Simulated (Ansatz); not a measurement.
**CdAu: a line through a two-coordinate scan**

Aim: follow the energy of CdAu (P-6m2, No. 187; 2 atoms in the cell) along one coordinate, lattice constant a (and b), with the other held at lattice constant c = 4.847 Å.

Program: Ansatz 0.2.0. Level of theory: DFT PBEsol, scalar-relativistic, plane waves, PAW. These are calculated values, not measurements.

17 further runs of the same task are left out: 1 that didn't finish, 16 set aside as unsound or not needed.

## (1) The system as given

It takes space group P-6m2 (No. 187, hexagonal). The conventional cell has a = 3.029 Å, b = 3.029 Å, c = 4.602 Å, α = 90.00°, β = 90.00°, γ = 120.00°. Cd (site symmetry -6m2) has 6 Au at 2.89 Å and 6 Cd at 3.03 Å as nearest neighbours. Around Au (site symmetry -6m2) lie 6 Cd at 2.89 Å and 6 Au at 3.03 Å.

As a file:

```cif
data_structure
_symmetry_space_group_name_H-M 'P 1'
_symmetry_Int_Tables_number 1
_cell_length_a 3.0288
_cell_length_b 3.0288
_cell_length_c 4.6015
_cell_angle_alpha 90.000
_cell_angle_beta 90.000
_cell_angle_gamma 120.000
_cell_volume 36.56
loop_
_atom_site_label
_atom_site_type_symbol
_atom_site_fract_x
_atom_site_fract_y
_atom_site_fract_z
_atom_site_occupancy
Cd1 Cd 0.00000 0.00000 0.00000 1
Au1 Au 0.33333 0.66667 0.50000 1
```

It goes back to an entry of the Materials Project, which need not be the stable form.

This cell was relaxed beforehand with the same method: volume 18.28 Å³/atom, gap on the mesh none (metal).

## (2) The scan

The energy is mapped over the lattice constants a and c of the conventional cell.

The axes are (1) lattice constant a (and b): 7 values from 2.877 to 3.180 Å; (2) lattice constant c: 7 values from 4.233 to 4.970 Å.

Nothing else is relaxed (symmetry fixes all fractional coordinates). Energies count from the relaxed crystal. Points are written as (first, second).

## (3) Point (2.877 Å, 4.847 Å)

Contents of input.yaml:

```yaml
crystal:
  lattice:
    - [2.8774, 0.0, 0.0]
    - [-1.4387, 2.4919014968, 0.0]
    - [0.0, 0.0, 4.847]
  atoms:
    - { symbol: Cd, position: [0.0, 0.0, 0.0] }
    - { symbol: Au, position: [0.3333333333, 0.6666666667, 0.5] }
basis:
  ecutwfc: 420
kpoints:
  mp_grid: { grid: [18, 18, 10] }
hamiltonian:
  xc: pbesol
scf:
  occupations: { method: gaussian, width: 0.15 }
output:
  forces: true
  stress: true
  eigenvalues: true
```

Started as:

```
ansatz run input.yaml --threads 1 --pin off --max-ram 2048MiB --backend cpu --events-out ev --progress --plain --runs-dir out
```

The session goes on with these runs: the other points of the line.

**Question.** What will these runs give? Wanted: for each run, lattice constant a; energy; slope; pressure.

As calculated:

| lattice constant a (and b) (Å) | step | energy (meV/atom) | slope (meV/atom per Å) | pressure (GPa) |
| --- | --- | --- | --- | --- |
| 2.877 | 3 | 38 | −632 | 6.1 |
| 2.928 | 4 | 17 | −213 | 1.1 |
| 2.978 | 5 | 15 | 115 | −2.8 |
| 3.029 | 6 | 27 | 370 | −5.8 |
| 3.079 | 7 | 51 | 570 | −8.2 |
| 3.130 | 8 | 84 | 725 | −9.9 |
| 3.180 | 9 | 124 | 850 | −11.3 |

Energies count from the relaxed crystal. Slopes come from the forces (and the stress, where the cell changes), not from differences of energies.

In words: Along the line the energy is lowest at 2.978 Å, 15 meV/atom from the zero. Energies and slopes round the minimum, fitted together, put the minimum at 2.9592 Å, with a curvature of about 6300 meV/atom per Å². The highest point computed, at 3.180 Å, lies 109 meV/atom above the lowest. This is one cut through a surface in two coordinates; the map's lowest point lies off it. Spin-orbit coupling is left out for Au.
